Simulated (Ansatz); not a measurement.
**CH₅AlFN: a ladder of functionals and wavefunction methods**

How much do the methods differ for CH₅AlFN? The plan is to run it at one geometry with functionals of several rungs and with coupled cluster. The yardstick is the atomisation energy at the CCSD(T) limit.

Program: Ansatz 0.2.0, Gaussian basis. Level of theory: functionals in def2-TZVPP, the program's frozen cores in correlated methods. These are calculated values, not measurements.

The runs, in order: LDA (SPW92), PBE-D4, revPBE-D4, BLYP-D4, r2SCAN-D4, B97M-V, PBE0-D4, B3LYP-D4, r2SCANh-D4, r2SCAN0-D4, HSE06-D4, BHLYP-D4, CAM-B3LYP-D4, LC-ωPBE, ωB97X-V, ωB97M-V, B2PLYP, PBE-QIDH; CCSD(T)/def2-SVP; CCSD(T)/def2-TZVPP; MP2/def2-QZVPP; extrapolation to the limit; RPA on PBE.

## 1. Structure used throughout

All runs share one geometry, relaxed beforehand with PBE0-D4 in a triple-zeta def2 set.

9 atoms, charge 0, spin multiplicity 1.

Atoms are counted from 1 here; the program's logs count them from 0.

Bond lengths: N1–C2 1.285 Å, N1–H5 1.014 Å, N1–H6 1.022 Å, C2–Al4 2.083 Å, C2–H7 1.093 Å, F3–Al4 1.676 Å, Al4–H8 1.598 Å, Al4–H9 1.629 Å. Angles: C2–N1–H5 125.1°, C2–N1–H6 116.8°, H5–N1–H6 118.1°, N1–C2–Al4 113.7°, N1–C2–H7 113.0°, Al4–C2–H7 133.2°, C2–Al4–F3 105.6°, C2–Al4–H8 106.0°, C2–Al4–H9 92.4°, F3–Al4–H8 116.5°, F3–Al4–H9 114.6°, H8–Al4–H9 117.5°.

## 2. LDA

This LDA is Slater exchange with PW92 correlation.

File in.yaml:

```yaml
crystal:
  periodic: [false, false, false]
  atoms:
    - {symbol: N, position_ang: [-0.145567, 1.174434, -0.849780]}
    - {symbol: C, position_ang: [0.449492, 0.041531, -0.733072]}
    - {symbol: F, position_ang: [1.370181, -1.219917, 1.832129]}
    - {symbol: Al, position_ang: [-0.064868, -1.001830, 0.994327]}
    - {symbol: H, position_ang: [-0.055079, 1.801822, -1.641204]}
    - {symbol: H, position_ang: [-0.758858, 1.453501, -0.080811]}
    - {symbol: H, position_ang: [1.093950, -0.191981, -1.584575]}
    - {symbol: H, position_ang: [-0.811356, -2.326688, 0.503695]}
    - {symbol: H, position_ang: [-0.989294, 0.222928, 1.542192]}
basis:
  gaussian: {orbitals: def2-TZVPP}
hamiltonian: {xc: lda}
output: {orbitals: {seedname: orbitals}}
```

Run with:

```bash
ansatz run in.yaml --threads 2 --pin off --events-out ev --progress --plain --max-ram 4352MiB
```

Further steps of the session: PBE-D4 (GGA); revPBE-D4 (GGA); BLYP-D4 (GGA); r2SCAN-D4 (meta-GGA); B97M-V (meta-GGA); B3LYP-D4 (hybrid); r2SCANh-D4 (hybrid); r2SCAN0-D4 (hybrid); HSE06-D4 (hybrid); BHLYP-D4 (hybrid); CAM-B3LYP-D4 (range-separated); LC-ωPBE (range-separated); ωB97X-V (range-separated); ωB97M-V (range-separated); B2PLYP (double hybrid); PBE-QIDH (double hybrid); CCSD(T) in def2-SVP; CCSD(T) in def2-TZVPP; MP2 in def2-QZVPP; RPA on PBE orbitals.

Before running them: what should the planned runs give, taken together? Wanted: atomisation energy, CCSD(T)/CBS; farthest beyond LDA; mean size of error, GGA; mean size of error, meta-GGA; mean size of error, hybrid; mean size of error, range-separated; mean size of error, double hybrid; gap, smallest and largest; T1 diagnostic.

The runs gave:

| quantity | value |
| --- | --- |
| atomisation energy, CCSD(T)/CBS | 3073.0 kJ/mol |
| functionals within 15.4 kJ/mol (0.5 %) | BLYP-D4, B97M-V, B3LYP-D4, CAM-B3LYP-D4, ωB97X-V, ωB97M-V |
| farthest beyond LDA | BHLYP-D4 (-99.7 kJ/mol) |
| mean size of error, GGA | 26.1 kJ/mol |
| mean size of error, meta-GGA | 15.4 kJ/mol |
| mean size of error, hybrid | 47.5 kJ/mol |
| mean size of error, range-separated | 10.8 kJ/mol |
| mean size of error, double hybrid | 48.3 kJ/mol |
| gap, smallest and largest | 2.39 eV (LDA (SPW92)), 10.16 eV (LC-ωPBE) |
| T1 diagnostic | 0.0145 |
| triples share of the correlation energy | 3.3 % |

In words: LDA overbinds by 410.1 kJ/mol (13 %). PBE-D4 is off by +31.2 kJ/mol. Double hybrids carry the basis error of their MP2 part in triple zeta, and no dispersion term here, so their miss is partly the set-up's. By mean error the best rung here is range-separated (10.8 kJ/mol) and the worst beyond LDA is double hybrid (48.3 kJ/mol). The gap between the best rungs is small, so their order is not settled. The reference freezes the cores and leaves out relativity and excitations past (T), so misses under about 15.4 kJ/mol can't be ranked. Hartree-Fock recovers 72 % of the binding; the rest is correlation. CCSD(T) in def2-SVP is off by -184.9 kJ/mol, so the small basis spoils what the method gains. The gap grows from 2.4 to 10.2 eV across the functionals, mostly with the share of exact exchange.
